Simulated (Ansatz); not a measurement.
# C6H8Cl2OZr: up Jacob's ladder to CCSD(T)

An exercise on one series of results from a longer session: the logs are not shown, and one member is left open.

Method: functionals in def2-TZVPP, the program's frozen cores in correlated methods; program: Ansatz 0.2.0, Gaussian basis.

Levels to be run: LDA (SPW92), PBE-D4, revPBE-D4, BLYP-D4, r2SCAN-D4, B97M-V, PBE0-D4, B3LYP-D4, r2SCANh-D4, r2SCAN0-D4, HSE06-D4, BHLYP-D4, CAM-B3LYP-D4, LC-ωPBE, ωB97X-V, ωB97M-V, B2PLYP, PBE-QIDH; CCSD(T)/def2-SVP; CCSD(T)/def2-TZVPP; MP2/def2-QZVPP; extrapolation to the limit.

2 further runs of the same task are left out: 2 set aside as unsound or not needed.

## The relaxed structure

The geometry comes from an earlier relaxation with PBE0-D4 in a triple-zeta def2 set; it is a stationary point, not always the lowest conformer. Zr takes the def2 core potential; no spin-orbit term is included.

18 atoms, charge 0, spin multiplicity 1.

Atoms are counted from 1 here; the program's logs count them from 0.

Bond lengths: C1–C2 1.491 Å, C1–H11 1.091 Å, C1–H12 1.091 Å, C1–H13 1.094 Å, C2–C3 1.413 Å, C2–C6 1.418 Å, C2–Zr7 2.527 Å, C3–C4 1.413 Å, C3–Zr7 2.498 Å, C3–H14 1.081 Å, C4–C5 1.412 Å, C4–Zr7 2.480 Å, C4–H15 1.081 Å, C5–C6 1.407 Å, C5–Zr7 2.502 Å, C5–H16 1.079 Å, C6–Zr7 2.514 Å, C6–H17 1.081 Å and more. Angles: C2–C1–H11 111.3°, C2–C1–H12 111.5°, C2–C1–H13 110.1°, H11–C1–H12 108.2°, H11–C1–H13 108.0°, H12–C1–H13 107.6°, C1–C2–C3 126.7°, C1–C2–C6 126.3°, C1–C2–Zr7 121.4°, C3–C2–C6 106.9°, C3–C2–Zr7 72.5°, C6–C2–Zr7 73.2°, C2–C3–C4 108.7°, C2–C3–Zr7 74.8°, C2–C3–H14 125.3°, C4–C3–Zr7 72.8°, C4–C3–H14 125.9°, Zr7–C3–H14 117.8° and more.

Geometry (Å):

| atom | x (Å) | y (Å) | z (Å) |
| --- | --- | --- | --- |
| C1 | -2.0807 | 0.2425 | -0.9728 |
| C2 | -0.8712 | 0.5371 | -0.1525 |
| C3 | -0.5950 | 0.0582 | 1.1475 |
| C4 | 0.6301 | 0.6100 | 1.5835 |
| C5 | 1.1149 | 1.4488 | 0.5558 |
| C6 | 0.1995 | 1.3954 | -0.5120 |
| Zr7 | 1.2020 | -0.9007 | -0.2987 |
| O8 | 0.7309 | -2.5921 | 0.4573 |
| Cl9 | 0.8153 | -1.1175 | -2.6371 |
| Cl10 | 3.5528 | -0.7091 | -0.0093 |
| H11 | -1.8389 | 0.2053 | -2.0356 |
| H12 | -2.5312 | -0.7111 | -0.6929 |
| H13 | -2.8346 | 1.0213 | -0.8247 |
| H14 | -1.2148 | -0.6292 | 1.7050 |
| H15 | 1.1203 | 0.4134 | 2.5263 |
| H16 | 2.0467 | 1.9931 | 0.5705 |
| H17 | 0.3010 | 1.8984 | -1.4629 |
| H18 | 0.2528 | -3.1638 | 1.0524 |

Set-up of the first run:

Contents of in.yaml:

```yaml
crystal:
  periodic: [false, false, false]
  atoms:
    - {symbol: C, position_ang: [-2.080727, 0.242484, -0.972805]}
    - {symbol: C, position_ang: [-0.871158, 0.537086, -0.152482]}
    - {symbol: C, position_ang: [-0.594977, 0.058228, 1.147520]}
    - {symbol: C, position_ang: [0.630102, 0.609993, 1.583547]}
    - {symbol: C, position_ang: [1.114873, 1.448755, 0.555808]}
    - {symbol: C, position_ang: [0.199472, 1.395373, -0.511961]}
    - {symbol: Zr, position_ang: [1.202019, -0.900726, -0.298656]}
    - {symbol: O, position_ang: [0.730933, -2.592060, 0.457319]}
    - {symbol: Cl, position_ang: [0.815343, -1.117484, -2.637088]}
    - {symbol: Cl, position_ang: [3.552777, -0.709107, -0.009300]}
    - {symbol: H, position_ang: [-1.838896, 0.205340, -2.035571]}
    - {symbol: H, position_ang: [-2.531239, -0.711108, -0.692944]}
    - {symbol: H, position_ang: [-2.834588, 1.021338, -0.824655]}
    - {symbol: H, position_ang: [-1.214755, -0.629250, 1.704986]}
    - {symbol: H, position_ang: [1.120290, 0.413399, 2.526265]}
    - {symbol: H, position_ang: [2.046726, 1.993149, 0.570515]}
    - {symbol: H, position_ang: [0.300970, 1.898353, -1.462915]}
    - {symbol: H, position_ang: [0.252817, -3.163794, 1.052414]}
basis:
  gaussian: {orbitals: def2-TZVPP}
hamiltonian: {xc: lda}
output: {orbitals: {seedname: orbitals}}
```

Steps of the session up to this table: LDA; PBE-D4 (GGA); revPBE-D4 (GGA); BLYP-D4 (GGA); r2SCAN-D4 (meta-GGA); B97M-V (meta-GGA); PBE0-D4 (hybrid); B3LYP-D4 (hybrid); r2SCANh-D4 (hybrid); r2SCAN0-D4 (hybrid); HSE06-D4 (hybrid); BHLYP-D4 (hybrid); CAM-B3LYP-D4 (range-separated); LC-ωPBE (range-separated); ωB97X-V (range-separated); ωB97M-V (range-separated); B2PLYP (double hybrid); PBE-QIDH (double hybrid).

One table of the session follows, with a row left open; its other results are not shown here.

It belongs to the step «Orbital energies across the functionals». 

```
  functional  HOMO (eV)  LUMO (eV)  gap (eV)
 LDA (SPW92)      -6.49      -2.51      3.98
      PBE-D4      -6.32      -2.26      4.06
   revPBE-D4      -6.26      -2.16      4.09
     BLYP-D4      -6.13      -2.14      4.00
   r2SCAN-D4      -6.53      -2.12      4.41
      B97M-V      -6.57      -2.09      4.48
     PBE0-D4      -7.40      -1.43      5.97
    B3LYP-D4      -7.16      -1.65      5.52
  r2SCANh-D4      -6.94      -1.81      5.12
  r2SCAN0-D4      -7.54      -1.34      6.20
    HSE06-D4      -7.01      -1.80      5.20
    BHLYP-D4          ?          ?         ?
CAM-B3LYP-D4      -8.60      -0.37      8.22
     LC-ωPBE      -9.91       0.73     10.64
     ωB97X-V      -9.56       0.65     10.22
     ωB97M-V      -9.46       0.55     10.01
```

Estimate the missing values for BHLYP-D4.

Worked estimate for «HOMO (eV)». Against the share of exact exchange, BLYP-D4 (0, -6.13), B3LYP-D4 (0.2, -7.16) give a slope of -5.15 per unit share; at 0.5 the line stands at -8.70.

The run gave: HOMO (eV): -8.28; LUMO (eV): -0.45; gap (eV): 7.84. In «HOMO (eV)» the line misses by -0.42.
